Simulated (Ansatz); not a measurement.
# UBCCD(T)/cc-pVTZ run of PH2 (SMILES [PH2])

Aim: the electronic atomisation energy of PH2 at UBCCD(T)/cc-pVTZ, from 3 runs. 

Program for the calculation: Ansatz 0.2.0.

28 further runs of the same task are left out: 28 set aside as unsound or not needed.

## Step 1: The system as given

PH2 has 3 atoms, charge 0, and is taken as a doublet. SMILES: `[PH2]`. Geometry: relaxed at PBE0-D4/def2-TZVP.

Bond lengths: P1–H2 1.424 Å, P1–H3 1.424 Å. Angles: H2–P1–H3 91.5°.

## Step 2: The energy at UBCCD(T)/cc-pVTZ

The input, molecule.yaml:

```yaml
crystal:
  periodic: [false, false, false]
  atoms:
    - {symbol: P, position_ang: [0.525730, -0.309370, 0.258210]}
    - {symbol: H, position_ang: [0.114640, 1.051490, 0.176750]}
    - {symbol: H, position_ang: [-0.640370, -0.742120, -0.434970]}
basis:
  gaussian:
    orbitals: cc-pVTZ
scf:
  omitted_lower_state_checks: [cluster_reference, increment]
accuracy: high
magnetization:
  spin_polarized: true
  initial_magnetization: 1
correlation:
  method: bccd_t
  frozen_orbitals: {H: 0, P: 5}
```

Command:

```
$ ansatz run molecule.yaml --threads 1 --pin off --max-ram 3480MiB --events-out events.jsonl --progress --plain --runs-dir runs
```

The program printed (excerpt; [...] marks lines left out):

```text
Warning: RAYON_NUM_THREADS=1 ignored (pool sized by the plan → 1); use --threads N
Functional definition: HF
  name "HF"
[...]
954 factors; integrals over basis functions are off by at most 3.7e-9 eV
[...]
mean field -9303.21504129 eV, -341.8868468217 hartree, gradient 9.3e-8 eV, S^2 0.768739; 0 other end points of the search recorded, 0 dependent functions left out
5 core orbitals not correlated: weight in the atoms' cores, before any rotation towards them, 1.000 or more for the frozen orbitals, at most 0.000 for the correlated occupied ones
reference -9303.21504129 eV, -341.8868468217 hartree; 4, 3 occupied and 53, 54 virtual orbitals, 954 factors
second order -3.73760650 eV of doubles, -0.00000000 eV of singles
cycle   1  -4.26921735 eV  change   -5.3e-1 eV  update   5.6e-2
[...]
cycle  21  -4.46146655 eV  change   5.2e-11 eV  update  6.6e-10
perturbative correction -0.15634171 eV, -0.0057454518 hartree
Total energy: -9307.83284954 eV, -342.0565481450 hartree
Checks for a lower state left out: cluster_reference, increment
```

Run time: 3.9 s. Hardware: 1 thread of Arm Neoverse V1, shared host; peak memory 0.35 GiB.

## Step 3: The H atom: the energy at UHF/cc-pVTZ

The input, run.yaml:

```yaml
crystal:
  periodic: [false, false, false]
  atoms:
    - {symbol: H, position_ang: [0.000000, 0.000000, 0.000000]}
basis:
  gaussian: {orbitals: cc-pVTZ}
magnetization: {spin_polarized: true, initial_magnetization: 1}
hamiltonian: {xc: hf}
accuracy: high
```

Run the same way, it converges to -0.49981 Eh (log not shown).

## Step 4: The P atom

The input, job.yaml:

```yaml
crystal:
  periodic: [false, false, false]
  atoms:
    - {symbol: P, position_ang: [0.000000, 0.000000, 0.000000]}
basis:
  gaussian:
    orbitals: cc-pVTZ
magnetization:
  spin_polarized: true
  initial_magnetization: 3
correlation:
  method: bccd_t
  frozen_orbitals: {P: 5}
accuracy: high
scf:
  omitted_lower_state_checks: [cluster_reference, increment]
```

Run the same way, it converges to -340.82102 Eh (log not shown).

## Step 5: Results

At UBCCD(T)/cc-pVTZ, 5 core orbitals frozen:

| quantity | value |
| --- | --- |
| molecule: total energy | -342.05655 Eh |
| molecule: correlation energy (5 core orbitals frozen) | -169.7 mEh |
| molecule: (T) correction | -5.75 mEh |
| molecule: ⟨S²⟩ of the reference determinant | 0.769 |
| H atom: total energy | -0.49981 Eh |
| H atom: ⟨S²⟩ | 0.750 |
| P atom: total energy | -340.82102 Eh |
| P atom: correlation energy (5 core orbitals frozen) | -104.7 mEh |
| P atom: (T) correction | -3.79 mEh |
| P atom: ⟨S²⟩ of the reference determinant | 3.750 |
| electronic atomisation energy | 6.419 eV |

What this shows: Taking the molecule apart into free atoms costs 6.42 eV (619 kJ/mol), before zero-point energy and without spin-orbit coupling. The triples (molecule) make up 3.4 % of the correlation energy. The triples (P atom) make up 3.6 % of the correlation energy.
